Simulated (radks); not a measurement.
# Dipole-allowed lines with 4 electrons: Mn²¹⁺, Fe²²⁺, Co²³⁺, Ni²⁴⁺, Cu²⁵⁺

One table from this session's results is given with a row withheld; the runs are named, their logs left out.

Method: non-relativistic Kohn-Sham, exchange-only LDA, spin-unpolarised, spherical densities, point nucleus. Code: radks (a radial shooting solver on a logarithmic mesh, Libxc functionals) version 1.

**What is computed**

| Quantity | Value |
| --- | --- |
| species | Mn²¹⁺ ([He] 2s2), Fe²²⁺ ([He] 2s2), Co²³⁺ ([He] 2s2), Ni²⁴⁺ ([He] 2s2), Cu²⁵⁺ ([He] 2s2) |

Set-up of the first run:

Input:

```text
Z 25
configuration [He] 2s2 2p0 3s0 3d0
relativity non-relativistic
functional lda,
spin unpolarised
nucleus point
response adiabatic LDA kernel, real frequencies
```

Run with:

```bash
$ python run_ks.py task.json out
```

The same process makes all the runs of this session.

Among the steps run: Mn²¹⁺, [He] 2s2; Fe²²⁺, [He] 2s2; Co²³⁺, [He] 2s2; Ni²⁴⁺, [He] 2s2; Cu²⁵⁺, [He] 2s2.

One table of the session follows, with a row left open; its other results are not shown here.

| species | −ε(HOMO) (eV) | first line (eV) | strongest line (eV) | static α (bohr³) |
| --- | --- | --- | --- | --- |
| Mn²¹⁺ | 1725.7 | 70.313 | 1011.7 | 0.01987 |
| Fe²²⁺ | 1882.5 | 73.360 | 1101.2 | 0.01748 |
| Co²³⁺ | ? | ? | ? | ? |
| Ni²⁴⁺ | 2216.6 | 79.453 | 1291.6 | 0.01373 |
| Cu²⁵⁺ | 2393.9 | 82.501 | 1392.4 | 0.01225 |

**Question.** Estimate the row for Co²³⁺.

**Answer.** −ε(HOMO) (eV): 2046.2; first line (eV): 76.407; strongest line (eV): 1194.5; static α (bohr³): 0.01545. In the column «−ε(HOMO) (eV)» it lies between Fe²²⁺ (1882.5) and Ni²⁴⁺ (2216.6).

What this shows: In Mn²¹⁺ the response moves the first line 18.917 eV above the bare orbital gap, and the lines found carry 99 % of the static polarisability. Very weak lines can be missed, and lines above minus the highest eigenvalue dissolve into this model's continuum.
